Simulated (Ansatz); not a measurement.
**C2H3AlFNO: how energies converge with the basis set**

How large a basis does C2H3AlFNO need? Two functionals are run in growing sets.

Program: Ansatz 0.2.0, Gaussian basis. Level of theory: one geometry, several basis sets. These are calculated values, not measurements.

Levels to be run: PBE0-D4/def2-SVP; ωB97M-V/def2-SVP; PBE0-D4/def2-QZVPP; ωB97M-V/def2-QZVPP; the functionals' def2-TZVPP values are taken from earlier runs.

### 1 Structure used throughout

An earlier PBE0-D4 in a triple-zeta def2 set relaxation fixed the geometry.

SMILES `FC1=C[NH][AlH][O]1`, 9 atoms, charge 0, spin multiplicity 1.

Atoms are counted from 1 here; the program's logs count them from 0.

Bond lengths: F1–C2 1.325 Å, C2–C3 1.338 Å, C2–O6 1.331 Å, C3–N4 1.414 Å, C3–H7 1.079 Å, N4–Al5 1.776 Å, N4–H8 1.003 Å, Al5–O6 1.748 Å, Al5–H9 1.562 Å. Angles: F1–C2–C3 125.2°, F1–C2–O6 114.9°, C3–C2–O6 119.9°, C2–C3–N4 113.4°, C2–C3–H7 124.6°, N4–C3–H7 122.0°, C3–N4–Al5 106.2°, C3–N4–H8 116.2°, Al5–N4–H8 137.6°, N4–Al5–O6 93.5°, N4–Al5–H9 138.2°, O6–Al5–H9 128.3°, C2–O6–Al5 107.0°.

### 2 PBE0-D4 in def2-SVP

Contents of in.yaml:

```yaml
crystal:
  periodic: [false, false, false]
  atoms:
    - {symbol: F, position_ang: [2.222310, 0.735077, -1.049670]}
    - {symbol: C, position_ang: [1.061514, 0.427040, -0.488920]}
    - {symbol: C, position_ang: [0.553082, -0.807345, -0.394456]}
    - {symbol: N, position_ang: [-0.703669, -0.848306, 0.252857]}
    - {symbol: Al, position_ang: [-1.093969, 0.828670, 0.686240]}
    - {symbol: O, position_ang: [0.385909, 1.461816, 0.004368]}
    - {symbol: H, position_ang: [1.034073, -1.698718, -0.766720]}
    - {symbol: H, position_ang: [-1.123601, -1.754193, 0.346551]}
    - {symbol: H, position_ang: [-2.247050, 1.609760, 1.392751]}
basis:
  gaussian: {orbitals: def2-SVP}
hamiltonian: {xc: pbe0, dispersion: d4}
output: {orbitals: {seedname: orbitals}}
```

After this run come: ωB97M-V in def2-SVP; PBE0-D4 in def2-QZVPP; ωB97M-V in def2-QZVPP.

Q: Predict the results of all the runs planned. Wanted: PBE0-D4: double and triple zeta above quadruple; ωB97M-V: double and triple zeta above quadruple.

As calculated:

| quantity | value |
| --- | --- |
| PBE0-D4: double and triple zeta above quadruple | 12.79, 0.66 eV |
| ωB97M-V: double and triple zeta above quadruple | 12.97, 0.62 eV |

What this shows: For PBE0-D4 the step from double to triple zeta gains 12.13 eV and the next only 0.66 eV. These are total energies; as a rule much of such shifts cancels in differences, which this series doesn't test. The LUMO of ωB97M-V is positive and keeps falling with the basis (1.39 to 0.63 eV): an unbound level that the basis holds in place.
